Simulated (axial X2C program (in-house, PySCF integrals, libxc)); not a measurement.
# BrAl⁻: from the state search to constants

What are the state, bond length, wavenumber and bond energy of BrAl⁻, and what does spin–orbit coupling change?

The runs use an in-house X2C program for linear molecules on PySCF integrals; all-electron X2C, Br dyall-acv3z, Al dyall-av3z.

All values are calculated.

**1. The job**

Contents of task.json:

```json
{"zs": [35, 13], "q": -1, "bas": ["dyall-acv3z", "dyall-av3z"], "levels": ["PBE0", "HF", "PBE50"], "cc": true, "r0": 2.4, "thr": -2.0, "nmax": 90, "npts": 10, "nst": 2, "ntry": 6}
```

Keys: zs atomic numbers; q charge; bas basis sets; levels methods (HF also brings MP2); cc coupled cluster on or off; r0 starting distance in Å; thr threshold in hartree for freezing inner shells (an s shell follows its p shell); nmax most natural virtual spinors; npts points asked for on the curve; nst determinants followed; ntry starts of the search.

On the command line:

```sh
$ python so2c.py task.json out
```

Spin-free means the one-electron spin-free X2C Hamiltonian; two-component (2c) means X2C with spin–orbit coupling and atomic mean-field two-electron Coulomb and Gaunt terms. Basis: Br dyall-acv3z contracted to [9s10p7d5f1g], Al dyall-av3z contracted to [9s9p3d2f]; Gaussian nuclei, density fitting. Masses: Br 78.918 u, Al 26.982 u.

Notation: σ, π±, δ± give the projection m of an orbital's angular momentum (0, ±1, ±2), α and β its spin, Λ and M_S the sums; ω is the projection of a spinor's total angular momentum and Ω the sum. Logs are in hartree.

Further steps of the session: PBE0, spin-free; HF, spin-free; PBE50, spin-free; Correlated methods, spin-free; A higher determinant, spin-free; PBE0, 2c; HF, 2c; PBE50, 2c; Correlated methods, 2c; A higher determinant, 2c.

Q: Predict the outcome of this session. Wanted: for each run, Hamiltonian; Re; ωe; De; μ.

As calculated:

Lowest determinant found, spin-free: M_S = 1/2, Λ = 1 (beyond closed shells: π+α).

Lowest determinant found, 2c: Ω = 1/2 (unpaired: ω = 1/2).

```csv
Hamiltonian,level,Re (Å),ωe (cm⁻¹),De (eV),μ (D)
spin-free,PBE0,2.478,258.3,1.50,-5.50
spin-free,HF,2.529,227.0,1.02,-5.25
spin-free,MP2,2.484,257.5,1.44,n/a
spin-free,CCSD,2.500,249.4,1.39,n/a
spin-free,CCSD(T),2.498,252.7,1.44,n/a
spin-free,PBE50,2.470,262.1,1.47,-5.34
2c,PBE0,2.478,258.7,1.51,-5.49
2c,HF,2.529,227.5,1.03,-5.24
2c,MP2,2.483,258.0,1.45,n/a
2c,CCSD,2.500,249.9,1.40,n/a
2c,CCSD(T),2.497,253.1,1.45,n/a
2c,PBE50,2.469,262.6,1.48,-5.34
```

Dipoles are positive if Al is the positive end and refer to the centre of mass.

At CCSD(T), going from spin-free to two-component changes Re by 0 mÅ, ωe by +0.2 % and De by +0.01 eV; the spin-free picture holds up (part of it comes from the scalar share of the two-electron terms).

De refers to Br- + Al. Each curve is one determinant whose occupation by symmetry is held fixed; it was picked as the lowest of a PBE0 search that is not exhaustive. Dissociation energies refer to the lowest single-determinant-based atoms at the same level and basis. Density functionals use the spin component along the axis (collinear). CCSD and (T) use frozen natural virtuals with an MP2 correction for the truncation. The highest occupied level is positive at some levels of theory, so the basis set holds the extra electron.
